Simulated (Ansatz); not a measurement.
**CoNH+ (singlet): B2PLYP, RKS PBE0, RPA-PBE over vertical gaps between states and displaced geometries, def2-SVP**

Aim: run CoNH+ (singlet) with these functionals over vertical gaps between states and displaced geometries, and hold them against the top wave-function level at the same points.

The runs use Ansatz 0.2.0, Gaussian basis; def2-SVP, all electrons in the functionals, frozen cores in the correlation of double hybrids and RPA.

Plan: B2PLYP, RKS PBE0, RPA-PBE, at charge 1, singlet; charge 1, triplet; displaced geometry v1; displaced geometry v2 (not every functional at every point).

17 further runs of the same task are left out: 11 that didn't finish, 6 set aside as unsound or not needed. Runs told in other sessions of the task aren't counted.

## (1) The geometry

The geometry is a PBE0/def2-TZVP stationary point (not a proven minimum).

3 atoms, charge 1, spin multiplicity 1.

Atoms are counted from 1 here; the program's logs count them from 0.

Bond lengths: Co1–N2 1.544 Å, N2–H3 1.034 Å. Angles: Co1–N2–H3 180.0°.

No dispersion term is added.

The geometry shown and the zero of energy belong to the point charge 1, singlet. The yardstick, UCCSD(T), and other wave-function levels (R restricted, U unrestricted, valence and pair active spaces) come from earlier runs.

## (2) B2PLYP, charge 1, singlet

Input file in.yaml:

```yaml
crystal:
  periodic: [false, false, false]
  atoms:
    - {symbol: Co, position_ang: [0.000000, 0.000000, 1.374000]}
    - {symbol: N, position_ang: [0.000000, 0.000000, -0.170000]}
    - {symbol: H, position_ang: [0.000000, 0.000000, -1.204000]}
basis:
  gaussian: {orbitals: def2-SVP}
total_charge: 1
magnetization: {spin_polarized: true, initial_magnetization: 0}
hamiltonian: {xc: {name: B2PLYP}}
correlation: {electrons: outside_noble_gas}
```

Launch:

```sh
> ansatz run in.yaml --threads 1 --pin off --events-out ev --progress --plain --max-ram 2393MiB
```

The program printed, cut to the lines that bear on the results:

```text
Functional definition: B2PLYP
  name "B2PLYP"
  cite "Grimme, J. Chem. Phys. 124, 034108 (2006) doi:10.1063/1.2148954"
  cite "Becke, Phys. Rev. A 38, 3098 (1988) doi:10.1103/PhysRevA.38.3098"
  cite "Lee, Yang & Parr, Phys. Rev. B 37, 785 (1988) doi:10.1103/PhysRevB.37.785"
[...]
527 factors; integrals over basis functions are off by at most 7.8e-4 eV
[...]
mean field -39102.42463017 eV, -1436.9876005833 hartree, gradient 2.0e-10 eV, S^2 1.725116; 21 other end points of the search recorded, 0 dependent functions left out
10 core orbitals not correlated: weight in the atoms' cores, before any rotation towards them, 0.999 or more for the frozen orbitals, at most 0.001 for the correlated occupied ones
reference -39102.42473689 eV, -1436.9876045051 hartree; 7, 7 occupied and 33, 33 virtual orbitals, 527 factors
second order -12.59772981 eV of doubles, -0.00000000 eV of singles
Total energy: -39105.82612393 eV, -1437.1126031736 hartree
```

Run time: 83 s. Hardware: 1 thread of Arm Neoverse V1, shared host.

From the report: ⟨S²⟩ of the determinant 1.725 (pure singlet: 0.00). The determinant of B2PLYP (⟨S²⟩ 1.73) is far from a pure spin state, so its energy mixes those of several spin states; that is harmless only where they are near-degenerate.

## (3) B2PLYP, charge 1, triplet

Changes to in.yaml since step 2:

```diff
@@ -9,3 +9,3 @@
 total_charge: 1
-magnetization: {spin_polarized: true, initial_magnetization: 0}
+magnetization: {spin_polarized: true, initial_magnetization: 2}
 hamiltonian: {xc: {name: B2PLYP}}
```

Same command.

The program printed, cut to the lines that bear on the results:

```text
Functional definition: B2PLYP
  name "B2PLYP"
  cite "Grimme, J. Chem. Phys. 124, 034108 (2006) doi:10.1063/1.2148954"
  cite "Becke, Phys. Rev. A 38, 3098 (1988) doi:10.1103/PhysRevA.38.3098"
  cite "Lee, Yang & Parr, Phys. Rev. B 37, 785 (1988) doi:10.1103/PhysRevB.37.785"
[...]
527 factors; integrals over basis functions are off by at most 7.8e-4 eV
[...]
mean field -39102.73942644 eV, -1436.9991691330 hartree, gradient 1.9e-6 eV, S^2 2.741961; 20 other end points of the search recorded, 0 dependent functions left out
10 core orbitals not correlated: weight in the atoms' cores, before any rotation towards them, 0.999 or more for the frozen orbitals, at most 0.001 for the correlated occupied ones
reference -39102.73953122 eV, -1436.9991729837 hartree; 8, 6 occupied and 32, 34 virtual orbitals, 527 factors
second order -11.94257135 eV of doubles, -0.00000000 eV of singles
Total energy: -39105.96402549 eV, -1437.1176709622 hartree
```

It took 74 s on 1 thread of Arm Neoverse V1, shared host.

From the report: ⟨S²⟩ of the determinant 2.742 (pure triplet: 2.00). The determinant of B2PLYP (⟨S²⟩ 2.74) is far from a pure spin state, so its energy mixes those of several spin states; that is harmless only where they are near-degenerate.

From charge 1, singlet: -137.9 meV.

## (4) B2PLYP, displaced geometry v1

Input file in.yaml:

```yaml
crystal:
  periodic: [false, false, false]
  atoms:
    - {symbol: Co, position_ang: [-0.015433, -0.009008, 1.395640]}
    - {symbol: N, position_ang: [-0.016266, -0.025151, -0.159513]}
    - {symbol: H, position_ang: [0.031698, 0.034159, -1.236127]}
basis:
  gaussian: {orbitals: def2-SVP}
total_charge: 1
magnetization: {spin_polarized: true, initial_magnetization: 0}
hamiltonian: {xc: {name: B2PLYP}}
correlation: {electrons: outside_noble_gas}
```

The command is unchanged.

The program printed, cut to the lines that bear on the results:

```text
Functional definition: B2PLYP
  name "B2PLYP"
  cite "Grimme, J. Chem. Phys. 124, 034108 (2006) doi:10.1063/1.2148954"
  cite "Becke, Phys. Rev. A 38, 3098 (1988) doi:10.1103/PhysRevA.38.3098"
  cite "Lee, Yang & Parr, Phys. Rev. B 37, 785 (1988) doi:10.1103/PhysRevB.37.785"
[...]
527 factors; integrals over basis functions are off by at most 9.2e-4 eV
[...]
mean field -39102.47142816 eV, -1436.9893203778 hartree, gradient 3.5e-10 eV, S^2 1.683578; 11 other end points of the search recorded, 0 dependent functions left out
10 core orbitals not correlated: weight in the atoms' cores, before any rotation towards them, 0.999 or more for the frozen orbitals, at most 0.001 for the correlated occupied ones
reference -39102.47153772 eV, -1436.9893244040 hartree; 7, 7 occupied and 33, 33 virtual orbitals, 527 factors
second order -12.58603245 eV of doubles, -0.00000000 eV of singles
Total energy: -39105.86976648 eV, -1437.1142070076 hartree
```

Run time: 2.2 min. Hardware: 1 thread of Arm Neoverse V1, shared host.

From the report: ⟨S²⟩ of the determinant 1.684 (pure singlet: 0.00). The determinant of B2PLYP (⟨S²⟩ 1.68) is far from a pure spin state, so its energy mixes those of several spin states; that is harmless only where they are near-degenerate.

From charge 1, singlet: -43.6 meV.

## (5) B2PLYP, displaced geometry v2

Input file in.yaml:

```yaml
crystal:
  periodic: [false, false, false]
  atoms:
    - {symbol: Co, position_ang: [0.084376, 0.005225, 1.368998]}
    - {symbol: N, position_ang: [-0.080498, 0.013599, -0.163409]}
    - {symbol: H, position_ang: [-0.003878, -0.018825, -1.205589]}
basis:
  gaussian: {orbitals: def2-SVP}
total_charge: 1
magnetization: {spin_polarized: true, initial_magnetization: 0}
hamiltonian: {xc: {name: B2PLYP}}
correlation: {electrons: outside_noble_gas}
```

The command is unchanged.

The program printed, cut to the lines that bear on the results:

```text
Functional definition: B2PLYP
  name "B2PLYP"
  cite "Grimme, J. Chem. Phys. 124, 034108 (2006) doi:10.1063/1.2148954"
  cite "Becke, Phys. Rev. A 38, 3098 (1988) doi:10.1103/PhysRevA.38.3098"
  cite "Lee, Yang & Parr, Phys. Rev. B 37, 785 (1988) doi:10.1103/PhysRevB.37.785"
[...]
527 factors; integrals over basis functions are off by at most 7.6e-4 eV
[...]
mean field -39102.39479207 eV, -1436.9865040535 hartree, gradient 2.1e-9 eV, S^2 1.781457; 11 other end points of the search recorded, 0 dependent functions left out
10 core orbitals not correlated: weight in the atoms' cores, before any rotation towards them, 0.999 or more for the frozen orbitals, at most 0.001 for the correlated occupied ones
reference -39102.39489612 eV, -1436.9865078773 hartree; 7, 7 occupied and 33, 33 virtual orbitals, 527 factors
second order -12.75157442 eV of doubles, -0.00000000 eV of singles
Total energy: -39105.83782122 eV, -1437.1130330408 hartree
```

It took 93 s on 1 thread of Arm Neoverse V1, shared host.

From the report: ⟨S²⟩ of the determinant 1.781 (pure singlet: 0.00). The determinant of B2PLYP (⟨S²⟩ 1.78) is far from a pure spin state, so its energy mixes those of several spin states; that is harmless only where they are near-degenerate.

From charge 1, singlet: -11.7 meV.

## (6) RKS PBE0, charge 1, singlet

Input file in.yaml:

```yaml
crystal:
  periodic: [false, false, false]
  atoms:
    - {symbol: Co, position_ang: [0.000000, 0.000000, 1.374000]}
    - {symbol: N, position_ang: [0.000000, 0.000000, -0.170000]}
    - {symbol: H, position_ang: [0.000000, 0.000000, -1.204000]}
basis:
  gaussian: {orbitals: def2-SVP}
total_charge: 1
hamiltonian: {xc: {name: PBE0}}
```

The command is unchanged.

The program printed:

```text
Functional definition: PBE0
  name "PBE0"
  cite "Adamo & Barone, J. Chem. Phys. 110, 6158 (1999) doi:10.1063/1.478522"
  cite "Perdew, Burke & Ernzerhof, Phys. Rev. Lett. 77, 3865 (1996) doi:10.1103/PhysRevLett.77.3865"
  parent pbe
  parameter a = 0.25
  parameter kappa = 0.804
  parameter beta = 0.06672455060314922
  exchange = (1 - a)*pbe_x(kappa = kappa, mu = beta*pi^2/3) + a*exact_x
  correlation = pbe_c(beta = beta)
527 factors; integrals over basis functions are off by at most 7.8e-4 eV
mean field evaluation 1: about -39049.7414 eV, gradient 1.9e2 eV
mean field evaluation 2: about -38433.6931 eV, gradient 4.2e2 eV
mean field evaluation 4: about -39096.1189 eV, gradient 7.5e1 eV
mean field evaluation 8: about -39106.9825 eV, gradient 3.2e0 eV
mean field evaluation 16: about -39107.0715 eV, gradient 7.1e-4 eV
mean field -39107.07145291 eV, -1437.1583681695 hartree, gradient 1.3e-5 eV, S^2 0.000000; 1 other end points of the search recorded, 0 dependent functions left out
reference -39107.07147544 eV, -1437.1583689972 hartree; 17, 17 occupied and 33, 33 virtual orbitals, 527 factors
Total energy: -39107.07147544 eV, -1437.1583689972 hartree
```

Wall time 1.8 s (1 thread of Arm Neoverse V1, shared host).

## (7) RKS PBE0, displaced geometry v1

Input file in.yaml:

```yaml
crystal:
  periodic: [false, false, false]
  atoms:
    - {symbol: Co, position_ang: [-0.015433, -0.009008, 1.395640]}
    - {symbol: N, position_ang: [-0.016266, -0.025151, -0.159513]}
    - {symbol: H, position_ang: [0.031698, 0.034159, -1.236127]}
basis:
  gaussian: {orbitals: def2-SVP}
total_charge: 1
hamiltonian: {xc: {name: PBE0}}
```

The command is unchanged.

The program printed, cut to the lines that bear on the results:

```text
Functional definition: PBE0
  name "PBE0"
  cite "Adamo & Barone, J. Chem. Phys. 110, 6158 (1999) doi:10.1063/1.478522"
  cite "Perdew, Burke & Ernzerhof, Phys. Rev. Lett. 77, 3865 (1996) doi:10.1103/PhysRevLett.77.3865"
  parent pbe
[...]
527 factors; integrals over basis functions are off by at most 9.2e-4 eV
[...]
mean field -39107.03790429 eV, -1437.1571352804 hartree, gradient 8.0e-6 eV, S^2 0.000000; 4 other end points of the search recorded, 0 dependent functions left out
reference -39107.03792653 eV, -1437.1571360975 hartree; 17, 17 occupied and 33, 33 virtual orbitals, 527 factors
Total energy: -39107.03792653 eV, -1437.1571360975 hartree
```

Run time: 2.9 s. Hardware: 1 thread of Arm Neoverse V1, shared host.

From charge 1, singlet: +33.5 meV.

## (8) RKS PBE0, displaced geometry v2

Input file in.yaml:

```yaml
crystal:
  periodic: [false, false, false]
  atoms:
    - {symbol: Co, position_ang: [0.084376, 0.005225, 1.368998]}
    - {symbol: N, position_ang: [-0.080498, 0.013599, -0.163409]}
    - {symbol: H, position_ang: [-0.003878, -0.018825, -1.205589]}
basis:
  gaussian: {orbitals: def2-SVP}
total_charge: 1
hamiltonian: {xc: {name: PBE0}}
```

The command is unchanged.

The program printed, cut to the lines that bear on the results:

```text
Functional definition: PBE0
  name "PBE0"
  cite "Adamo & Barone, J. Chem. Phys. 110, 6158 (1999) doi:10.1063/1.478522"
  cite "Perdew, Burke & Ernzerhof, Phys. Rev. Lett. 77, 3865 (1996) doi:10.1103/PhysRevLett.77.3865"
  parent pbe
[...]
527 factors; integrals over basis functions are off by at most 7.6e-4 eV
[...]
mean field -39107.06548129 eV, -1437.1581487162 hartree, gradient 1.8e-5 eV, S^2 0.000000; 3 other end points of the search recorded, 0 dependent functions left out
reference -39107.06550349 eV, -1437.1581495323 hartree; 17, 17 occupied and 33, 33 virtual orbitals, 527 factors
Total energy: -39107.06550349 eV, -1437.1581495323 hartree
```

Run time: 2.4 s. Hardware: 1 thread of Arm Neoverse V1, shared host.

From charge 1, singlet: +6.0 meV.

## (9) RPA-PBE, charge 1, singlet

Input file in.yaml:

```yaml
crystal:
  periodic: [false, false, false]
  atoms:
    - {symbol: Co, position_ang: [0.000000, 0.000000, 1.374000]}
    - {symbol: N, position_ang: [0.000000, 0.000000, -0.170000]}
    - {symbol: H, position_ang: [0.000000, 0.000000, -1.204000]}
basis:
  gaussian: {orbitals: def2-SVP}
total_charge: 1
magnetization: {spin_polarized: true, initial_magnetization: 0}
hamiltonian: {xc: {name: PBE}}
correlation: {method: rpa, electrons: outside_noble_gas}
```

The command is unchanged.

The program printed, cut to the lines that bear on the results:

```text
Functional definition: PBE
  name "PBE"
  cite "Perdew, Burke & Ernzerhof, Phys. Rev. Lett. 77, 3865 (1996) doi:10.1103/PhysRevLett.77.3865"
  parent pbe
[...]
527 factors; integrals over basis functions are off by at most 7.8e-4 eV
[...]
mean field -39108.39497054 eV, -1437.2070065450 hartree, gradient 2.4e-6 eV, S^2 0.748792; 25 other end points of the search recorded, 0 dependent functions left out
10 core orbitals not correlated: weight in the atoms' cores, before any rotation towards them, 0.999 or more for the frozen orbitals, at most 0.000 for the correlated occupied ones
reference -39063.94322079 eV, -1435.5734348725 hartree; 7, 7 occupied and 33, 33 virtual orbitals, 527 factors
Total energy: -39084.51958778 eV, -1436.3296024120 hartree
```

Wall time 34 s (1 thread of Arm Neoverse V1, shared host).

From the report: ⟨S²⟩ of the determinant 0.749 (pure singlet: 0.00). The determinant of RPA-PBE (⟨S²⟩ 0.75) is far from a pure spin state, so its energy mixes those of several spin states; that is harmless only where they are near-degenerate.

## (10) RPA-PBE, charge 1, triplet

Changes to in.yaml since step 9:

```diff
@@ -9,3 +9,3 @@
 total_charge: 1
-magnetization: {spin_polarized: true, initial_magnetization: 0}
+magnetization: {spin_polarized: true, initial_magnetization: 2}
 hamiltonian: {xc: {name: PBE}}
```

Launched as before.

The program printed, cut to the lines that bear on the results:

```text
Functional definition: PBE
  name "PBE"
  cite "Perdew, Burke & Ernzerhof, Phys. Rev. Lett. 77, 3865 (1996) doi:10.1103/PhysRevLett.77.3865"
  parent pbe
[...]
527 factors; integrals over basis functions are off by at most 7.8e-4 eV
[...]
mean field -39108.33918914 eV, -1437.2049566166 hartree, gradient 2.9e-6 eV, S^2 2.078855; 10 other end points of the search recorded, 0 dependent functions left out
10 core orbitals not correlated: weight in the atoms' cores, before any rotation towards them, 0.999 or more for the frozen orbitals, at most 0.000 for the correlated occupied ones
reference -39066.16688708 eV, -1435.6551531011 hartree; 8, 6 occupied and 32, 34 virtual orbitals, 527 factors
Total energy: -39084.46065339 eV, -1436.3274366132 hartree
```

It took 19 s on 1 thread of Arm Neoverse V1, shared host.

From the report: ⟨S²⟩ of the determinant 2.079 (pure triplet: 2.00).

From charge 1, singlet: +58.9 meV.

## (11) RPA-PBE, displaced geometry v1

Input file in.yaml:

```yaml
crystal:
  periodic: [false, false, false]
  atoms:
    - {symbol: Co, position_ang: [-0.015433, -0.009008, 1.395640]}
    - {symbol: N, position_ang: [-0.016266, -0.025151, -0.159513]}
    - {symbol: H, position_ang: [0.031698, 0.034159, -1.236127]}
basis:
  gaussian: {orbitals: def2-SVP}
total_charge: 1
magnetization: {spin_polarized: true, initial_magnetization: 0}
hamiltonian: {xc: {name: PBE}}
correlation: {method: rpa, electrons: outside_noble_gas}
```

Launched as before.

The program printed, cut to the lines that bear on the results:

```text
Functional definition: PBE
  name "PBE"
  cite "Perdew, Burke & Ernzerhof, Phys. Rev. Lett. 77, 3865 (1996) doi:10.1103/PhysRevLett.77.3865"
  parent pbe
[...]
527 factors; integrals over basis functions are off by at most 9.2e-4 eV
[...]
mean field -39108.40094447 eV, -1437.2072260830 hartree, gradient 1.9e-11 eV, S^2 0.759771; 20 other end points of the search recorded, 0 dependent functions left out
10 core orbitals not correlated: weight in the atoms' cores, before any rotation towards them, 0.999 or more for the frozen orbitals, at most 0.000 for the correlated occupied ones
reference -39063.84974453 eV, -1435.5699996830 hartree; 7, 7 occupied and 33, 33 virtual orbitals, 527 factors
Total energy: -39084.53334798 eV, -1436.3301080900 hartree
```

Run time: 64 s. Hardware: 1 thread of Arm Neoverse V1, shared host.

From the report: ⟨S²⟩ of the determinant 0.760 (pure singlet: 0.00). The determinant of RPA-PBE (⟨S²⟩ 0.76) is far from a pure spin state, so its energy mixes those of several spin states; that is harmless only where they are near-degenerate.

From charge 1, singlet: -13.8 meV.

## (12) RPA-PBE, displaced geometry v2

Input file in.yaml:

```yaml
crystal:
  periodic: [false, false, false]
  atoms:
    - {symbol: Co, position_ang: [0.084376, 0.005225, 1.368998]}
    - {symbol: N, position_ang: [-0.080498, 0.013599, -0.163409]}
    - {symbol: H, position_ang: [-0.003878, -0.018825, -1.205589]}
basis:
  gaussian: {orbitals: def2-SVP}
total_charge: 1
magnetization: {spin_polarized: true, initial_magnetization: 0}
hamiltonian: {xc: {name: PBE}}
correlation: {method: rpa, electrons: outside_noble_gas}
```

The command is unchanged.

The program printed, cut to the lines that bear on the results:

```text
Functional definition: PBE
  name "PBE"
  cite "Perdew, Burke & Ernzerhof, Phys. Rev. Lett. 77, 3865 (1996) doi:10.1103/PhysRevLett.77.3865"
  parent pbe
[...]
527 factors; integrals over basis functions are off by at most 7.6e-4 eV
[...]
mean field -39108.38429755 eV, -1437.2066143200 hartree, gradient 6.9e-11 eV, S^2 0.744992; 20 other end points of the search recorded, 0 dependent functions left out
10 core orbitals not correlated: weight in the atoms' cores, before any rotation towards them, 0.999 or more for the frozen orbitals, at most 0.000 for the correlated occupied ones
reference -39063.93404730 eV, -1435.5730977529 hartree; 7, 7 occupied and 33, 33 virtual orbitals, 527 factors
Total energy: -39084.49540966 eV, -1436.3287138825 hartree
```

Run time: 6.3 min. Hardware: 1 thread of Arm Neoverse V1, shared host.

From the report: ⟨S²⟩ of the determinant 0.745 (pure singlet: 0.00). The determinant of RPA-PBE (⟨S²⟩ 0.74) is far from a pure spin state, so its energy mixes those of several spin states; that is harmless only where they are near-degenerate.

From charge 1, singlet: +24.2 meV.

## (13) Against the wave-function levels

No level is safe as a reference over these points; UCCSD(T) serves as a yardstick only. It comes from earlier runs at the same points. Energies in meV, counted from charge 1, singlet; blanks weren't run or aren't comparable.

| level | singlet to triplet | displacement v1 | displacement v2 |
| --- | --- | --- | --- |
| UCCSD(T) | -19.2 | -8.0 | 29.5 |
| B2PLYP | -137.9 | -43.6 | -11.7 |
| RKS PBE0 |  | 33.5 | 6.0 |
| RPA-PBE | 58.9 | -13.8 | 24.2 |

Largest miss and mean time a point (UCCSD(T) took 61 s a point; shared hosts):

| level | largest miss (meV) | where | time a point |
| --- | --- | --- | --- |
| B2PLYP | -118.7 | singlet to triplet | 96 s |
| RKS PBE0 | +41.6 | displacement v1 | 2.4 s |
| RPA-PBE | +78.1 | singlet to triplet | 2 min |

## (14) Results

```
                    quantity                            value
singlet to triplet, UCCSD(T)                        -19.2 meV
   displacement v1, UCCSD(T)                         -8.0 meV
   displacement v2, UCCSD(T)                         29.5 meV
        largest miss, B2PLYP  -118.7 meV (singlet to triplet)
      largest miss, RKS PBE0      +41.6 meV (displacement v1)
       largest miss, RPA-PBE   +78.1 meV (singlet to triplet)
```

Misses are known at 3 of 3 points at best, and only functionals with that many are ranked. Of the functionals, RPA-PBE keep the smallest largest miss at the points compared (at most 78.1 meV) and B2PLYP strays most (118.7 meV, at singlet to triplet). B2PLYP, RPA-PBE clearly break the spin symmetry at some points (⟨S²⟩ up to 1.78 above the pure value), so energy there is bought with a mixed spin. Functionals and the yardstick converge differently with the basis, so part of each miss in def2-SVP is the basis. The yardstick itself may be off where one determinant is a poor start.
